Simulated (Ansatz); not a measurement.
# SiGeH₄ (singlet): from Hartree-Fock to the top rungs at distance Ge2–H6 = 1.544 Å, cc-pVDZ

How much of the correlation energy of SiGeH₄ (singlet) does each wave-function method recover here?

Program: Ansatz 0.2.0, Gaussian basis. Level of theory: cc-pVDZ, core rule «outside noble gas», up to 19 orbitals frozen. These are calculated values, not measurements.

To be run: UHF; CCSD(T) on RHF; CCSD(T) on UHF; BCCD(T) on RHF; CISD; CCSDT(Q) on RHF; CCSDT(Q) on UHF; CASSCF and MRCISD+Q, 2 electrons in 2 orbitals; CASSCF and NEVPT2, 2 electrons in 2 orbitals; CASSCF and MRCISD+Q, 8 electrons in 8 orbitals; CASSCF and NEVPT2, 8 electrons in 8 orbitals.

15 further runs of the same task are left out: 10 that didn't finish, 5 set aside as unsound or not needed.

## (1) The geometry

The geometry derives from a PBE0/def2-TZVP stationary point (not a proven minimum). One bond is set to the value named and the two fragments are kept rigid. No spin-orbit coupling is included. The filled d shell of Ge may be among the frozen orbitals whatever the setting's name suggests; the logs give the count.

6 atoms, charge 0, spin multiplicity 1.

Atoms are counted from 1 here; the program's logs count them from 0.

Bond lengths: Si1–Ge2 2.430 Å, Si1–H3 1.526 Å, Ge2–H4 1.541 Å, Ge2–H5 1.545 Å, Ge2–H6 1.544 Å. Angles: Ge2–Si1–H3 88.8°, Si1–Ge2–H4 114.3°, Si1–Ge2–H5 109.5°, Si1–Ge2–H6 110.7°, H4–Ge2–H5 107.4°, H4–Ge2–H6 107.5°, H5–Ge2–H6 107.0°.

As a file:

```xyz
6
GeH4Si
Si   -0.00065   -0.09308    1.76909
Ge   -0.00014    0.01322   -0.65815
H     0.00203    1.43264    1.80410
H    -0.03149   -1.36105   -1.35397
H     1.26985    0.74783   -1.14267
H    -1.21242    0.82148   -1.17007
```

## (2) UHF

Contents of in.yaml:

```yaml
crystal:
  periodic: [false, false, false]
  atoms:
    - {symbol: Si, position_ang: [-0.000654, -0.093078, 1.769086]}
    - {symbol: Ge, position_ang: [-0.000135, 0.013219, -0.658153]}
    - {symbol: H, position_ang: [0.002033, 1.432640, 1.804104]}
    - {symbol: H, position_ang: [-0.031486, -1.361054, -1.353967]}
    - {symbol: H, position_ang: [1.269853, 0.747832, -1.142672]}
    - {symbol: H, position_ang: [-1.212415, 0.821483, -1.170072]}
basis:
  gaussian: {orbitals: cc-pVDZ}
magnetization: {spin_polarized: true, initial_magnetization: 0}
hamiltonian: {xc: hf}
output: {orbitals: {seedname: orbitals}}
```

The run is started by

```console
> ansatz run in.yaml --threads 1 --pin off --events-out ev --progress --plain --max-ram 2393MiB
```

Further steps of the session: CCSD(T) on RHF; CCSD(T) on UHF; BCCD(T) on RHF; CISD; CCSDT(Q) on RHF; CCSDT(Q) on UHF; CASSCF and MRCISD+Q, 2 electrons in 2 orbitals; CASSCF and NEVPT2, 2 electrons in 2 orbitals; CASSCF and MRCISD+Q, 8 electrons in 8 orbitals; CASSCF and NEVPT2, 8 electrons in 8 orbitals.

Q: Predict the results of all the runs planned. Wanted: RCCSDT(Q) below the RHF energy; RMP2 from RCCSDT(Q); UMP2 from RCCSDT(Q); RCCSD from RCCSDT(Q); RCCSD(T) from RCCSDT(Q); UCCSD(T) from RCCSDT(Q); UCCSDT(Q) from RCCSDT(Q); NEVPT2 pair from RCCSDT(Q); MRCISD+Q pair from RCCSDT(Q).

The runs gave:

| quantity | value |
| --- | --- |
| RCCSDT(Q) below the RHF energy | -6.4620 eV |
| RMP2 from RCCSDT(Q) | +34.51 kcal/mol |
| UMP2 from RCCSDT(Q) | +37.69 kcal/mol |
| RCCSD from RCCSDT(Q) | +4.64 kcal/mol |
| RCCSD(T) from RCCSDT(Q) | +0.95 kcal/mol |
| UCCSD(T) from RCCSDT(Q) | +1.17 kcal/mol |
| UCCSDT(Q) from RCCSDT(Q) | +0.01 kcal/mol |
| NEVPT2 pair from RCCSDT(Q) | +33.04 kcal/mol |
| MRCISD+Q pair from RCCSDT(Q) | +1.38 kcal/mol |
| NEVPT2 frontier from RCCSDT(Q) | +32.32 kcal/mol |
| levels within 1 kcal/mol (43 meV) | RCCSD(T), BCCD(T), RCCSDT, UCCSDT, UCCSDT(Q), MRCISD+Q frontier |
| T1 diagnostic | 0.014 |

In words: RCCSD(T) lands +0.95 kcal/mol from the yardstick (0.6 % of the correlation energy). Of the multireference levels listed MRCISD+Q frontier comes nearest in total energy (+0.98 kcal/mol), which doesn't show that its space is the better one. These misses are within one basis, not against nature.
